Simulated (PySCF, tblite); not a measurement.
# C5H10B2F2: geometry, infrared bands and NMR shifts

Wanted: the infrared bands and NMR shifts of C5H10B2F2 (`FB(F)[C@@H]1CBCCC1`), by calculation.

The runs use tblite 0.8.0 and PySCF 2.14.0, with density-fitted response routines of our own; the level of theory stands in each step. All values are computed, except where a source is named. Atoms are numbered from 0 throughout.

## (1) The starting structure

19 atoms, charge 0, multiplicity 1; geometry from: force field or distance geometry start.

Bonds of the start (Å): F0–B1 1.45, B1–F2 1.46, B1–C3 1.59, C3–C4 1.47, C4–B5 1.57, B5–C6 1.59, C6–C7 1.53, C7–C8 1.51, C8–C3 1.49, C3–H9 1.11, C4–H10 1.13, C4–H11 1.11, B5–H12 1.20, C6–H13 1.09, C6–H14 1.09, C7–H15 1.11, C7–H16 1.12, C8–H17 1.12, C8–H18 1.11.

## (2) Relaxing the molecule with GFN2-xTB

The job: settings as JSON, then the geometry in Å.

```
{"job": {"kind": "relax", "xc": "GFN2-xTB", "basis": "xTB"}, "charge": 0, "multiplicity": 1}
F      1.722800     0.780200     1.972500
B      2.081000    -0.181800     0.944400
F      3.508400    -0.218600     0.617600
C      1.043000    -0.360900    -0.249100
C      0.679600     0.978500    -0.737200
B     -0.833000     1.379500    -0.652900
C     -1.870600     0.186500    -0.489000
C     -1.287600    -0.603100     0.690300
C     -0.072200    -1.287100     0.108600
H      1.625800    -0.877400    -1.045100
H      0.972900     1.072100    -1.820100
H      1.307900     1.724500    -0.199600
H     -1.098800     2.349500     0.002200
H     -2.881200     0.552700    -0.294000
H     -1.812700    -0.423000    -1.396700
H     -2.031000    -1.313300     1.108000
H     -0.941300     0.117500     1.470100
H     -0.406300    -1.785500    -0.841100
H      0.283400    -2.080900     0.803600
```

The run is started by

```sh
$ OMP_NUM_THREADS=1 python probes_run.py task.json out
```

The driver reads the jobs from task.json and runs them one after another.

**Question.** This job is followed by: GFN2-xTB harmonic vibrations, gas phase; GIAO PBE0/pcSseg-1 NMR shielding, non-relativistic, gas phase. Predict these results of the whole session: strongest single infrared mode (GFN2-xTB); zero-point energy (GFN2-xTB); 13C shifts against TMS (PBE0/pcSseg-1); 1H shifts against TMS (PBE0/pcSseg-1); 19F shifts against CFCl3 (PBE0/pcSseg-1, means over atoms taken as alike); 11B shifts against BF3·OEt2 (PBE0/pcSseg-1).

The runs gave:

```
                                                                 quantity                                                           value
                                strongest single infrared mode (GFN2-xTB)                                           1262 cm⁻¹, 311 km/mol
                                             zero-point energy (GFN2-xTB)                                                   93.5 kcal/mol
                                   13C shifts against TMS (PBE0/pcSseg-1)                                32.1, 30.4, 30.3, 29.0, 24.9 ppm
                                    1H shifts against TMS (PBE0/pcSseg-1)  8.05, 2.38, 2.23, 2.14, 2.06, 1.87, 1.46, 1.18, 1.13, 1.01 ppm
19F shifts against CFCl3 (PBE0/pcSseg-1, means over atoms taken as alike)                                                       -68.7 ppm
                              11B shifts against BF3·OEt2 (PBE0/pcSseg-1)                                                  89.3, 29.0 ppm
```

What this shows: Over 161 steps the energy fell by 1.837 eV; of the close pairs, B1–F2 changed most, 1.465 to 1.319 Å. All 51 modes are real, so the xTB geometry is a minimum. The strongest single mode, at 1262 cm⁻¹, moves mainly B1. Unscaled tight-binding wavenumbers are off by several per cent, some by more. Its intensities can rank the bands wrongly. At PBE0/pcSseg-1: The largest span, 323 ppm, is at F0, F2, where the paramagnetic term is -229 ppm.
